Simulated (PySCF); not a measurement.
Runs of PySCF 2.14.0 on O3BH3. The cell holds a molecule in a box, 7 atoms: a = 12.000 Å, b = 12.000 Å, c = 13.000 Å, α = 90.00°, β = 90.00°, γ = 90.00°. 

```csv
task,level,frozen core bands,conv_tol,exxdiv,grid for exchange and correlation,three-body dispersion term,gap on the mesh (eV)
atomic charges,TPSSh+D3,-,1e-07 Ha,ewald,"Becke, atom-centred",no,8.44
atomic charges,PBE50,-,1e-07 Ha,ewald,"Becke, atom-centred",-,(a)
excitation energies (Tamm-Dancoff),PBE0,4,1e-08 Ha,ewald,"Becke, atom-centred",-,9.79
MP2 correlation energy,HF,4,1e-08 Ha,ewald,-,-,(b)
atomic charges,M06-L+D3,-,1e-07 Ha,-,"Becke, atom-centred",no,8.25
atomic charges,M06-2X,-,1e-07 Ha,ewald,"Becke, atom-centred",-,12.20
```

Alike in all rows: potentials or basis def2-svp (all-electron); no spin polarisation; cell as given; k mesh 1 × 1 × 1; smearing fixed.

Task: Estimate the missing entries.

Result: (a) 12.61; (b) 17.55.

Caveats: this is a molecule in a periodic box at the Γ point, so its band gap is the HOMO-LUMO gap; the basis of atomic orbitals isn't converged, which shifts pressures, moduli and gaps; the basis is small and the box finite, so much correlation energy is missing and levels can be off by tenths of an eV (some runs); the iterative solver can pass over a root and still report convergence (some runs).

Runs at the PBE level aren't shown here.
